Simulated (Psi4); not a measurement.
**One shape, several levels: B2O2 (SMILES O=BB=O)**

Aim: a comparison of 3 runs (M06-L/aug-cc-pVDZ, TPSS/aug-cc-pVDZ, r2SCAN/aug-cc-pVDZ) of B2O2. 

The calculation is run with Psi4 1.11.

6 further runs of the same task are left out: 6 that didn't finish.

## 1. Starting point

B2O2: 4 atoms, total charge 0, spin state singlet. As SMILES, `O=BB=O`. The coordinates come from a PBE0-D4/def2-TZVP relaxation.

Bond lengths: O1–B2 1.197 Å, B2–B3 1.640 Å, B3–O4 1.197 Å. Angles: O1–B2–B3 180.0°, B2–B3–O4 180.0°.

## 2. Energy and forces at M06-L/aug-cc-pVDZ (run 1)

b2o2.py

```python
import psi4

psi4.set_memory('2200 MB')
psi4.set_num_threads(1)
psi4.core.set_output_file('psi4.out', False)

mol = psi4.geometry("""
O     -0.743090     0.459760     1.817650
B     -0.302300     0.187070     0.739120
B      0.302150    -0.186920    -0.739220
O      0.743230    -0.459920    -1.817550
symmetry c1
""")

psi4.set_options({
    'basis': 'aug-cc-pVDZ',
    'puream': True,
    'e_convergence': 1e-09,
    'd_convergence': 1e-08,
    'scf_type': 'pk',
    'dft_radial_points': 99,
    'dft_spherical_points': 590,
})

result, w = psi4.gradient("M06-L", return_wfn=True)
print('gradient / Eh bohr^-1')
print(result.np.round(6))
print(f'energy = {w.energy():.10f} Eh')
```

Launch:

```
$ python b2o2.py
```

psi4.out:

```text
[...]
  Running in c1 symmetry.
[...]
  Nuclear repulsion =   66.762222931000380
[...]
  Multiplicity = 1
[...]
  Nalpha       = 13
  Nbeta        = 13
[...]
    Number of basis functions: 92
[...]
   @RKS iter   1:  -199.88077695256916   -6.59063e-01   1.07098e-02 ADIIS/DIIS
[...]
   @RKS iter  10:  -200.23912124136018   -4.82032e-11   6.30405e-09 DIIS
[...]
    Orbital Energies [Eh]
    ---------------------
    Doubly Occupied:
       1A    -19.016518     2A    -19.016512     3A     -6.711030
       4A     -6.710750     5A     -1.002355     6A     -1.001751
       7A     -0.503333     8A     -0.413413     9A     -0.398944
      10A     -0.372385    11A     -0.372385    12A     -0.352532
      13A     -0.352532
[...]
  @RKS Final Energy:  -200.23912124136018
   => Energetics <=
    Nuclear Repulsion Energy =             66.7622229310003803
    One-Electron Energy =                -405.1340533042113066
    Two-Electron Energy =                 163.4220002465876291
    DFT Exchange-Correlation Energy =     -25.2892911147368942
    Empirical Dispersion Energy =           0.0000000000000000
    VV10 Nonlocal Energy =                  0.0000000000000000
    Total Energy =                       -200.2391212413601806
[...]
 Multipole Moments:
 ------------------------------------------------------------------------------------
     Multipole            Electronic (a.u.)      Nuclear  (a.u.)        Total (a.u.)
 ------------------------------------------------------------------------------------
 L = 1.  Multiply by 2.5417464519 to convert [e a0] to [Debye]
 Dipole X            :         -0.0004083            0.0001644           -0.0002439
 Dipole Y            :          0.0004367           -0.0001757            0.0002610
 Dipole Z            :         -0.0002830            0.0001134           -0.0001697
 Magnitude           :                                                    0.0003955
[...]
  -Total Gradient:
     Atom            X                  Y                   Z
    ------   -----------------  -----------------  -----------------
       1        0.004626581395    -0.002862776085    -0.011310440324
       2       -0.006749758858     0.004175279199     0.016502865638
       3        0.006748449437    -0.004173067690    -0.016509422624
       4       -0.004625256651     0.002860549423     0.011316999348
[...]
```

On the terminal:

```text
gradient / Eh bohr^-1
[[ 0.004627 -0.002863 -0.01131 ]
 [-0.00675   0.004175  0.016503]
 [ 0.006748 -0.004173 -0.016509]
 [-0.004625  0.002861  0.011317]]
energy = -200.2391212414 Eh
```

Run time: 71 s. Hardware: 1 thread of Intel Xeon at 2.50GHz (Skylake/Cascade Lake), shared host; peak memory 1.1 GiB.

## 3. Energy and forces at TPSS/aug-cc-pVDZ (run 2)

b2o2.json

```json
{
 "schema_name": "qcschema_input",
 "schema_version": 1,
 "molecule": {
  "schema_name": "qcschema_molecule",
  "schema_version": 2,
  "symbols": ["O", "B", "B", "O"],
  "geometry": [-1.40423659, 0.86882048, 3.43486069, -0.57126421, 0.35351107, 1.39673437, 0.57098075, -0.35322761, -1.39692335, 1.40450115, -0.86912284, -3.43467172],
  "molecular_charge": 0,
  "molecular_multiplicity": 1,
  "fix_symmetry": "c1",
  "fix_com": true,
  "fix_orientation": true
 },
 "driver": "gradient",
 "model": {
  "method": "tpss",
  "basis": "aug-cc-pVDZ"
 },
 "keywords": {
  "reference": "rks",
  "puream": true,
  "e_convergence": 1e-09,
  "d_convergence": 1e-08,
  "scf_type": "pk",
  "dft_radial_points": 99,
  "dft_spherical_points": 590,
  "scf_properties": ["MAYER_INDICES", "MULLIKEN_CHARGES", "DIPOLE"]
 }
}
```

Launch:

```
$ psi4 --qcschema b2o2.json -n 1 --memory 2200MB
```

stdout:

```text
[...]
  Running in c1 symmetry.
[...]
  Nuclear repulsion =   66.762222939504170
[...]
  Multiplicity = 1
[...]
  Nalpha       = 13
  Nbeta        = 13
[...]
    Number of basis functions: 92
[...]
   @RKS iter   1:  -199.90987455541358   -5.53148e-01   1.08425e-02 ADIIS/DIIS
[...]
   @RKS iter  10:  -200.29109972215301   -2.40448e-11   5.86189e-09 DIIS
[...]
  @RKS Final Energy:  -200.29109972215301
   => Energetics <=
    Nuclear Repulsion Energy =             66.7622229395041700
    One-Electron Energy =                -404.9620809502101224
    Two-Electron Energy =                 163.2198117233254493
    DFT Exchange-Correlation Energy =     -25.3110534347724965
    Empirical Dispersion Energy =           0.0000000000000000
    VV10 Nonlocal Energy =                  0.0000000000000000
    Total Energy =                       -200.2910997221530067
[...]
 Multipole Moments:
 ------------------------------------------------------------------------------------
     Multipole            Electronic (a.u.)      Nuclear  (a.u.)        Total (a.u.)
 ------------------------------------------------------------------------------------
 L = 1.  Multiply by 2.5417464519 to convert [e a0] to [Debye]
 Dipole X            :         -0.0009243            0.0006992           -0.0002251
 Dipole Y            :          0.0012424           -0.0010016            0.0002408
 Dipole Z            :         -0.0007236            0.0005669           -0.0001568
 Magnitude           :                                                    0.0003650
[...]
  Mulliken Charges: (a.u.)
   Center  Symbol    Alpha    Beta     Spin     Total
       1     O     4.10017  4.10017  0.00000 -0.20034
       2     B     2.39983  2.39983  0.00000  0.20034
       3     B     2.39983  2.39983  0.00000  0.20034
       4     O     4.10017  4.10017  0.00000 -0.20034
   Total alpha = 13.00000, Total beta = 13.00000, Total charge =  0.00000
  Mayer Bond Indices:
[...]
  -Total Gradient:
     Atom            X                  Y                   Z
    ------   -----------------  -----------------  -----------------
       1        0.011161364171    -0.006905429927    -0.027300275574
       2       -0.011382282221     0.007041017335     0.027840240432
       3        0.011385560053    -0.007043703361    -0.027843676244
       4       -0.011164636026     0.006908109410     0.027303716569
[...]
```

The result, in JSON:

```text
{
 "driver": "gradient",
 "model": {
  "method": "tpss",
  "basis": "aug-cc-pVDZ"
 },
 "success": true,
 "return_result": [0.011161364171073607, -0.006905429927087786, -0.02730027557364223, -0.011382282220763318, 0.007041017335338684, 0.02784024043245148, 0.011385560052881327, -0.007043703361425485, -0.02784367624392403, -0.011164636025516955, 0.0069081094102262375, 0.027303716568663816],
 "properties": {
  "calcinfo_nbasis": 92,
  "calcinfo_nmo": 92,
  "calcinfo_nalpha": 13,
  "calcinfo_nbeta": 13,
  "calcinfo_natom": 4,
  "nuclear_repulsion_energy": 66.76222293950417,
  "return_energy": -200.291099722153,
  "return_gradient": [0.011161364171073607, -0.006905429927087786, -0.02730027557364223, -0.011382282220763318, 0.007041017335338684, 0.02784024043245148, 0.011385560052881327, -0.007043703361425485, -0.02784367624392403, -0.011164636025516955, 0.0069081094102262375, 0.027303716568663816],
  "scf_one_electron_energy": -404.9620809502101,
  "scf_two_electron_energy": 163.21981172332545,
  "scf_xc_energy": -25.311053434772496,
  "scf_dipole_moment": [-0.0002250760166164767, 0.00024082174978268256, -0.0001567659330525828],
  "scf_total_energy": -200.291099722153,
  "scf_total_gradient": [0.011161364171073607, -0.006905429927087786, -0.02730027557364223, -0.011382282220763318, 0.007041017335338684, 0.02784024043245148, 0.011385560052881327, -0.007043703361425485, -0.02784367624392403, -0.011164636025516955, 0.0069081094102262375, 0.027303716568663816],
  "scf_iterations": 10
 }
}
```

Run time: 77 s. Hardware: 1 thread of Intel Xeon at 2.50GHz (Skylake/Cascade Lake), shared host; peak memory 1 GiB.

## 4. A single-point energy at r2SCAN/aug-cc-pVDZ (run 3)

b2o2.xyz

```xyz
4
B2O2
O     -0.743090     0.459760     1.817650
B     -0.302300     0.187070     0.739120
B      0.302150    -0.186920    -0.739220
O      0.743230    -0.459920    -1.817550
```

job.py

```python
import psi4

psi4.set_memory('2200 MB')
psi4.set_num_threads(1)
psi4.set_output_file('run.log', False)

with open('b2o2.xyz') as f:
    atoms = ''.join(f.readlines()[2:])
molecule = psi4.geometry('0 1\n' + atoms + 'symmetry c1')

options = {'basis': 'aug-cc-pVDZ', 'puream': True, 'e_convergence': 1e-09, 'd_convergence': 1e-08, 'scf_type': 'pk', 'dft_radial_points': 99, 'dft_spherical_points': 590}
psi4.set_options(options)

result = psi4.energy('r2scan')
print(f'total energy {result:.8f} hartree = {result * 27.211386:.5f} eV')
```

Launch:

```
$ python job.py
```

run.log:

```text
[...]
  Running in c1 symmetry.
[...]
  Nuclear repulsion =   66.762222931000380
[...]
  Multiplicity = 1
[...]
  Nalpha       = 13
  Nbeta        = 13
[...]
    Number of basis functions: 92
[...]
   @RKS iter   1:  -199.80064338499557   -6.24864e-01   1.04411e-02 ADIIS/DIIS
[...]
   @RKS iter  10:  -200.15195177798944   -2.67164e-12   4.63681e-09 DIIS
[...]
    Orbital Energies [Eh]
    ---------------------
    Doubly Occupied:
       1A    -19.014778     2A    -19.014767     3A     -6.710266
       4A     -6.709906     5A     -0.996738     6A     -0.996005
       7A     -0.510837     8A     -0.420637     9A     -0.407032
      10A     -0.380787    11A     -0.380787    12A     -0.360336
      13A     -0.360336
[...]
  @RKS Final Energy:  -200.15195177798944
   => Energetics <=
    Nuclear Repulsion Energy =             66.7622229310003803
    One-Electron Energy =                -404.9299575172661889
    Two-Electron Energy =                 163.1827409228946522
    DFT Exchange-Correlation Energy =     -25.1669581146182963
    Empirical Dispersion Energy =           0.0000000000000000
    VV10 Nonlocal Energy =                  0.0000000000000000
    Total Energy =                       -200.1519517779894386
[...]
 Multipole Moments:
 ------------------------------------------------------------------------------------
     Multipole            Electronic (a.u.)      Nuclear  (a.u.)        Total (a.u.)
 ------------------------------------------------------------------------------------
 L = 1.  Multiply by 2.5417464519 to convert [e a0] to [Debye]
 Dipole X            :         -0.0003996            0.0001644           -0.0002352
 Dipole Y            :          0.0004274           -0.0001757            0.0002517
 Dipole Z            :         -0.0002771            0.0001134           -0.0001638
 Magnitude           :                                                    0.0003814
[...]
```

Standard output:

```text
total energy -200.15195178 hartree = -5446.41202 eV
```

It took 45 s on 1 thread of Intel Xeon at 2.50GHz (Skylake/Cascade Lake), shared host; peak memory 1.1 GiB.

## 5. Overview of the runs

```csv
run,level,properties,task,energy (Eh),dipole moment (D),HOMO energy (eV),LUMO energy (eV),wall time
1,M06-L/aug-cc-pVDZ,–,gradient,-200.239121,0.00,-9.59,-2.92,71 s
2,TPSS/aug-cc-pVDZ,"(mayer, mulliken, dipole)",gradient,-200.291100,0.00,-9.51,-3.17,77 s
3,r2SCAN/aug-cc-pVDZ,–,energy,-200.151952,0.00,-9.81,-3.18,45 s
```

## 6. What came out

| quantity | value |
| --- | --- |
| run 3: total energy | -200.15195 Eh |
| run 3: dipole moment | 0.00 D |
| run 3: HOMO energy | -9.81 eV |
| run 3: LUMO energy | -3.18 eV |
| run 3: HOMO–LUMO gap | 6.63 eV |

The HOMO–LUMO gap runs from 6.33 eV (TPSS/aug-cc-pVDZ) to 6.67 eV (M06-L/aug-cc-pVDZ). Totals of different functionals can't be ranked against each other. All runs together took 3.2 min, the longest 77 s.
